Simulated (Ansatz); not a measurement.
**C2H9BOSi: one species, many methods**

One table from this session's results is given with a row withheld; the runs are named, their logs left out.

Method: functionals in def2-TZVPP, the program's frozen cores in correlated methods; program: Ansatz 0.2.0, Gaussian basis.

The runs, in order: LDA (SPW92), PBE-D4, revPBE-D4, BLYP-D4, r2SCAN-D4, B97M-V, PBE0-D4, B3LYP-D4, r2SCANh-D4, r2SCAN0-D4, HSE06-D4, BHLYP-D4, CAM-B3LYP-D4, LC-ωPBE, ωB97X-V, ωB97M-V, B2PLYP, PBE-QIDH; CCSD(T)/def2-SVP; CCSD(T)/def2-TZVPP; MP2/def2-QZVPP; extrapolation to the limit; RPA on PBE.

### The geometry

An earlier PBE0-D4 in a triple-zeta def2 set relaxation fixed the geometry.

14 atoms, charge 0, spin multiplicity 1.

Atoms are counted from 1 here; the program's logs count them from 0.

Bond lengths: B1–C2 1.556 Å, B1–H6 1.194 Å, B1–H7 1.197 Å, C2–C3 1.528 Å, C2–O4 1.423 Å, C2–H8 1.111 Å, C3–H9 1.092 Å, C3–H10 1.093 Å, C3–H11 1.092 Å, O4–Si5 1.641 Å, Si5–H12 1.481 Å, Si5–H13 1.492 Å, Si5–H14 1.490 Å. Angles: C2–B1–H6 121.8°, C2–B1–H7 117.9°, H6–B1–H7 120.3°, B1–C2–C3 113.4°, B1–C2–O4 112.7°, B1–C2–H8 103.1°, C3–C2–O4 111.2°, C3–C2–H8 106.9°, O4–C2–H8 109.0°, C2–C3–H9 110.6°, C2–C3–H10 111.0°, C2–C3–H11 110.7°, H9–C3–H10 107.8°, H9–C3–H11 108.5°, H10–C3–H11 108.2°, C2–O4–Si5 124.4°, O4–Si5–H12 106.7°, O4–Si5–H13 109.9° and more.

Set-up of the first run:

The input, in.yaml:

```yaml
crystal:
  periodic: [false, false, false]
  atoms:
    - {symbol: B, position_ang: [0.858381, 1.924036, -0.071821]}
    - {symbol: C, position_ang: [0.032405, 0.609001, 0.024477]}
    - {symbol: C, position_ang: [-0.282903, 0.195546, 1.461390]}
    - {symbol: O, position_ang: [0.621192, -0.463077, -0.703191]}
    - {symbol: Si, position_ang: [-0.197403, -1.780658, -1.238894]}
    - {symbol: H, position_ang: [1.844515, 1.999668, -0.740185]}
    - {symbol: H, position_ang: [0.455769, 2.883002, 0.521254]}
    - {symbol: H, position_ang: [-0.933104, 0.883298, -0.452344]}
    - {symbol: H, position_ang: [0.631329, -0.082225, 1.990483]}
    - {symbol: H, position_ang: [-0.955327, -0.665737, 1.482730]}
    - {symbol: H, position_ang: [-0.760684, 1.014488, 2.002217]}
    - {symbol: H, position_ang: [0.668553, -2.438791, -2.244470]}
    - {symbol: H, position_ang: [-1.489694, -1.359633, -1.854356]}
    - {symbol: H, position_ang: [-0.506031, -2.748017, -0.148590]}
basis:
  gaussian: {orbitals: def2-TZVPP}
hamiltonian: {xc: lda}
output: {orbitals: {seedname: orbitals}}
```

Steps of the session up to this table: LDA; PBE-D4 (GGA); revPBE-D4 (GGA); BLYP-D4 (GGA); r2SCAN-D4 (meta-GGA); B97M-V (meta-GGA); PBE0-D4 (hybrid); B3LYP-D4 (hybrid); r2SCANh-D4 (hybrid); r2SCAN0-D4 (hybrid); HSE06-D4 (hybrid); BHLYP-D4 (hybrid); CAM-B3LYP-D4 (range-separated); LC-ωPBE (range-separated); ωB97X-V (range-separated); ωB97M-V (range-separated); B2PLYP (double hybrid); PBE-QIDH (double hybrid).

One table of the session follows, with a row left open; its other results are not shown here.

It belongs to the step «Frontier levels by functional». 

```
  functional  HOMO (eV)  LUMO (eV)  gap (eV)
 LDA (SPW92)      -6.73      -2.91      3.82
      PBE-D4      -6.61      -2.62      3.99
   revPBE-D4      -6.56      -2.49      4.07
     BLYP-D4      -6.51      -2.48      4.03
   r2SCAN-D4      -6.91      -2.20      4.71
      B97M-V      -7.11      -2.37      4.74
     PBE0-D4          ?          ?         ?
    B3LYP-D4      -7.84      -1.82      6.02
  r2SCANh-D4      -7.46      -1.84      5.61
  r2SCAN0-D4      -8.27      -1.32      6.95
    HSE06-D4      -7.66      -1.95      5.71
    BHLYP-D4      -9.46      -0.54      8.92
CAM-B3LYP-D4      -9.48      -0.50      8.99
     LC-ωPBE     -10.81       0.77     11.58
     ωB97X-V     -10.49       0.62     11.11
     ωB97M-V     -10.40       0.32     10.73
```

Q: Estimate the row for PBE0-D4 from the others.

As computed: HOMO (eV): -8.06; LUMO (eV): -1.57; gap (eV): 6.49. In the column «HOMO (eV)» it lies between r2SCAN0-D4 (-8.27) and B3LYP-D4 (-7.84).
